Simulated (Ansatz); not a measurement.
Consider a frozen displacement of one atom of MoS2, space group P-6m2 (Ansatz 0.2.0 through its Python package).

`mos2.py`:
```python
"""Frozen displacement of one atom in MoS2."""

import warnings

import ansatz
import numpy as np

warnings.simplefilter("ignore", ansatz.DeckWarning)

lattice = ansatz.Lattice.of(
    (3.18413, 0.0, 0.0),
    (-1.59206, 2.75753, 0.0),
    (0.0, 0.0, 17.3346),
)
sites = [
    ("Mo", (0.0, 0.0, 0.0)),
    ("S", (1 / 3, 2 / 3, 0.08949)),
    ("S", (1 / 3, 2 / 3, 0.91051)),
]
crystal = ansatz.Crystal(lattice=lattice)
for symbol, position in sites:
    crystal = crystal.atom(symbol, position)

inverse = np.linalg.inv(np.array(crystal.lattice.vectors))
home = np.array(crystal.sites[0].position)
values = np.linspace(-0.02, 0.02, 5)
energies, pulls = [], []
for shift in values:
    moved = crystal.move(0, to=home + shift * inverse[0])
    setup = (
        moved.calculation()
        .functional("lda")
        .basis(35 * ansatz.Ry)
        .kpoints(12, 12, 2, center="gamma")  # sampling of the Brillouin zone
        .occupations("gaussian", width=0.15)
        .forces()
    )
    data = setup.run(threads=1, backend="cpu").report
    energies.append(data["free_energy_ev"])
    pulls.append(data["forces_ev_ang"][0][0])

# the force is minus the slope of the free energy
print("shift (A)   dE (eV)   force along x (eV/A)")
for shift, e, f in zip(values, energies, pulls):
    print(f"{shift:8.3f} {e - energies[2]:10.5f} {f:12.4f}")
print(f"stiffness from energies {2 * np.polyfit(values, energies, 2)[0]:.3f}, from forces {-np.polyfit(values, pulls, 1)[0]:.3f} eV/A^2")
```

How stiff is this displacement, and do energies and forces agree?

The curvature of the energy gives 19.744 eV/Å² and the slope of the force 19.742 eV/Å², a positive curvature.

The run itself:

```console
$ python mos2.py
shift (A)   dE (eV)   force along x (eV/A)
  -0.020    0.00395       0.3948
  -0.010    0.00099       0.1974
   0.000    0.00000      -0.0000
   0.010    0.00099      -0.1975
   0.020    0.00395      -0.3948
stiffness from energies 19.744, from forces 19.742 eV/A^2
```

Reading the output:
- The run is spin-unpolarised.
- The cell holds layers, chains or clusters in vacuum, no bulk phase.
- Points of the mesh across the vacuum add cost only.
- The structure comes from a database of computed cells and needn't be a stable or known phase.
- All periodic images of the atom move with it, so the curvature is one diagonal element of the zone-centre force constants and no normal mode; a positive value doesn't exclude soft modes in which several atoms move.
- Wall time of the script: 2 min on 1 thread of Arm Neoverse V1, with other jobs on the host, peak memory 0.7 GiB.
